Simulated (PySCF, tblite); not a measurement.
**C7H8FP: geometry, infrared bands and NMR shifts**

What infrared bands and NMR shifts should C7H8FP (`CCc1cccc(F)p1`) show?

The runs use tblite 0.8.0 and PySCF 2.14.0, with density-fitted response routines of our own; the level of theory stands in each step. All values are computed, except where a source is named. Atoms are numbered from 0 throughout.

## 1. Starting geometry

17 atoms, charge 0, multiplicity 1; geometry from: force field or distance geometry start.

Bonds of the start (Å): C0–C1 1.49, C1–C2 1.50, C2–C3 1.37, C3–C4 1.35, C4–C5 1.37, C5–C6 1.38, C6–F7 1.35, C6–P8 1.75, P8–C2 1.73, C0–H9 1.11, C0–H10 1.11, C0–H11 1.13, C1–H12 1.12, C1–H13 1.13, C3–H14 1.11, C4–H15 1.11, C5–H16 1.11.

## 2. Optimising the geometry with GFN2-xTB

Job settings and geometry (Å):

```
{"job": {"kind": "relax", "xc": "GFN2-xTB", "basis": "xTB"}, "charge": 0, "multiplicity": 1}
C     -2.564400     0.360400    -0.435100
C     -1.728200    -0.655400     0.273300
C     -0.257100    -0.413400     0.103900
C      0.454500     0.392700     0.955400
C      1.773000     0.665300     0.884800
C      2.648200     0.224800    -0.077400
C      2.323600    -0.597500    -1.130800
F      3.258800    -0.985100    -2.019300
P      0.646500    -1.097500    -1.206600
H     -3.212800    -0.119800    -1.203300
H     -1.941600     1.107500    -0.964100
H     -3.298200     0.864900     0.256400
H     -1.975400    -0.783100     1.355500
H     -1.910500    -1.641600    -0.243100
H     -0.127700     0.828000     1.797100
H      2.196900     1.324800     1.665900
H      3.707300     0.537000    -0.022300
```

Started as:

```sh
$ OMP_NUM_THREADS=1 python probes_run.py task.json out
```

The driver reads the jobs from task.json and runs them one after another.

**Question.** This job is followed by: GFN2-xTB harmonic vibrations, gas phase; GIAO PBE0/pcSseg-1 NMR shielding, non-relativistic, gas phase. What will the session give for the following? strongest single infrared mode (GFN2-xTB); zero-point energy (GFN2-xTB); ¹³C shifts against TMS (PBE0/pcSseg-1); ¹H shifts against TMS (PBE0/pcSseg-1, means over atoms taken as alike); ¹⁹F shifts against CFCl3 (PBE0/pcSseg-1); ³¹P shifts against H3PO4 (PBE0/pcSseg-1); surface potential, 1st and 99th percentile.

**Answer**, as computed:

```
                                                              quantity                                              value
                             strongest single infrared mode (GFN2-xTB)                               1086 cm⁻¹, 63 km/mol
                                          zero-point energy (GFN2-xTB)                                      81.2 kcal/mol
                                ¹³C shifts against TMS (PBE0/pcSseg-1)  211.9, 191.3, 137.9, 134.6, 124.6, 38.7, 26.3 ppm
¹H shifts against TMS (PBE0/pcSseg-1, means over atoms taken as alike)                   7.79, 7.74, 7.63, 3.04, 1.33 ppm
                              ¹⁹F shifts against CFCl3 (PBE0/pcSseg-1)                                          -78.3 ppm
                              ³¹P shifts against H3PO4 (PBE0/pcSseg-1)                                          172.3 ppm
                                 surface potential, 1st and 99th percentile                                 -0.84 V and 1.08 V
```

Over 127 steps the energy fell by 0.765 eV; of the close pairs, C0–H11 changed most, 1.127 to 1.088 Å. No mode is imaginary among the 45: a minimum at this level. The strongest single mode, at 1086 cm⁻¹, is spread over many atoms; the largest shares are those of C6, H16. GFN2-xTB is a fitted tight-binding method: band positions and strengths are rough. Its intensities can rank the bands wrongly. At PBE0/pcSseg-1: The largest span, 555 ppm, is at P8, where the paramagnetic term is -823 ppm. NICS(1)zz of -25 ppm above the planar ring from C2 marks a diatropic (aromatic) ring current. By nearest atom (PBE0/pcSseg-1), the HOMO sits on P8 40 %; C4, C6 about 16 % each and the LUMO on P8 36 %; C4 19 %.
